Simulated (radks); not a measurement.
# Cd³⁸⁺ in [He] 2s2 2p5.75 3p0.25: an all-electron calculation

One table from this session's results is given with a row withheld; the runs are named, their logs left out.

Program: radks (a radial shooting solver on a logarithmic mesh, Libxc functionals) version 1. Level of theory: scalar-relativistic Kohn-Sham, SOGGA, spin-polarised, spherical densities, finite nucleus; open shells are filled with parallel spins first. These are calculated values, not measurements, unless marked.

### The system

| Quantity | Value |
| --- | --- |
| element | cadmium (Z = 48) |
| charge | +38 |
| electrons | 10 |
| configuration | [He] 2s2 2p5.75 3p0.25 |
| nuclear rms radius | 4.6087 fm |

The first run:

The run's settings:

```text
Z 48
configuration [He] 2s2 2p5.75 3p0.25
relativity scalar-relativistic
functional sogga,pbe
spin polarised
nucleus finite rms 4.6087 fm
c 137.035999084
```

Run with:

```
$ python run_ks.py task.json out
```

The same process makes all the runs of this session.

One of the session's tables, all rows but one given; the rest of the session is left out.

It belongs to the step «Orbitals and density». Sizes of the orbitals, from the radial functions (bohr):

| level | <r> | outermost maximum (interpolated) | 90 % within |
| --- | --- | --- | --- |
| 1s up | 0.03038 | 0.0197 | 0.0545 |
| 1s down | 0.03038 | 0.0197 | 0.0545 |
| 2s up | 0.1289 | 0.110 | 0.198 |
| 2s down | 0.1289 | 0.110 | 0.198 |
| 2p up | 0.1120 | 0.0878 | 0.181 |
| 2p down | 0.1120 | 0.0878 | 0.181 |
| 3p up | ? | ? | ? |
| 3p down | 0.2967 | 0.281 | 0.438 |

Estimate the missing values for 3p up.

As computed: <r>: 0.2972; outermost maximum (interpolated): 0.281; 90 % within: 0.439. In the column «<r>» it is the highest.
